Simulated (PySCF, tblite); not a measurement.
**C₄H₈Br₂OSi: geometry, infrared bands and NMR shifts**

Aim: predict the infrared bands and NMR shifts of C₄H₈Br₂OSi (`CC/C(Br)=C\O[SiH2]Br`).

Programs: tblite 0.8.0 and PySCF 2.14.0, with density-fitted response routines of our own. Each step states its level of theory. These are calculated values for one molecule in the gas phase, unless marked as measured. Atoms are numbered from 0 throughout.

## 1. Starting geometry

16 atoms, charge 0, multiplicity 1; geometry from: force field or distance geometry start.

Bonds of the start (Å): C0–C1 1.52, C1–C2 1.51, C2–Br3 1.89, C2–C4 1.33, C4–O5 1.37, O5–Si6 1.67, Si6–Br7 2.22, C0–H8 1.10, C0–H9 1.10, C0–H10 1.09, C1–H11 1.10, C1–H12 1.08, C4–H13 1.09, Si6–H14 1.48, Si6–H15 1.47.

## 2. Optimising the geometry with GFN2-xTB

Job settings and geometry (Å):

```
{"job": {"kind": "relax", "xc": "GFN2-xTB", "basis": "xTB"}, "charge": 0, "multiplicity": 1}
C     -2.305200    -0.463000     0.488700
C     -1.505200    -0.609400    -0.798400
C     -0.651900     0.597800    -1.080800
Br    -1.569300     2.019300    -1.932100
C      0.649000     0.697000    -0.809800
O      1.356100    -0.310200    -0.217000
Si     2.976700    -0.129100     0.141700
Br     3.191900     1.218600     1.895000
H     -3.020900     0.365000     0.418200
H     -2.887800    -1.375600     0.688800
H     -1.667100    -0.279600     1.350600
H     -0.868000    -1.505500    -0.689700
H     -2.176400    -0.824700    -1.620100
H      1.218000     1.592000    -1.064400
H      3.563000    -1.444500     0.477000
H      3.689400     0.460900    -1.001300
```

Started as:

```
$ OMP_NUM_THREADS=1 python probes_run.py task.json out
```

The driver reads the jobs from task.json and runs them one after another.

**Question.** This job is followed by: GFN2-xTB harmonic vibrations, gas phase; GIAO PBE0/pcSseg-1 NMR shielding, non-relativistic, gas phase. What will the session give for the following? strongest single infrared mode (GFN2-xTB); zero-point energy (GFN2-xTB); 13C shifts against TMS (PBE0/pcSseg-1); 1H shifts against TMS (PBE0/pcSseg-1, means over atoms taken as alike); 79Br shifts against HBr (PBE0/pcSseg-1); 17O shifts against H2O (PBE0/pcSseg-1); 29Si shifts against TMS (PBE0/pcSseg-1).

As calculated:

| quantity | value |
| --- | --- |
| strongest single infrared mode (GFN2-xTB) | 1205 cm⁻¹, 452 km/mol |
| zero-point energy (GFN2-xTB) | 69.2 kcal/mol |
| 13C shifts against TMS (PBE0/pcSseg-1) | 142.1, 138.7, 30.0, 15.3 ppm |
| 1H shifts against TMS (PBE0/pcSseg-1, means over atoms taken as alike) | 6.72, 5.74, 2.62, 1.24 ppm |
| 79Br shifts against HBr (PBE0/pcSseg-1) | 442, 53 ppm |
| 17O shifts against H2O (PBE0/pcSseg-1) | 129.3 ppm |
| 29Si shifts against TMS (PBE0/pcSseg-1) | -16.4 ppm |

Over 72 steps the energy fell by 0.215 eV; of the close pairs, O5–Si6 changed most, 1.670 to 1.617 Å. The lowest mode is slightly imaginary (12i cm⁻¹), a soft motion within the noise of the Hessian, so the minimum is not strictly shown. The strongest single mode, at 1205 cm⁻¹, moves mainly O5 and C4. GFN2-xTB is a fitted tight-binding method: band positions and strengths are rough. Its intensities can rank the bands wrongly. C2 stands next to heavy halogen, whose spin-orbit shielding this run leaves out, so the computed shift lies too far downfield, most of all for carbon beside Br or I. C4 (alkene carbon bearing oxygen) lies farthest downfield among carbon, at 142.1 ppm; an sp2 carbon further deshielded by the attached heteroatom. The most deshielded hydrogen is H13 (hydrogen on an alkene carbon bearing oxygen), at 6.72 ppm: olefinic region. At PBE0/pcSseg-1: Shielding is most anisotropic at Br3 (span 1276 ppm, paramagnetic term -942 ppm). Spin-orbit coupling is left out, which matters for shieldings and couplings at and beside the heavy atoms.
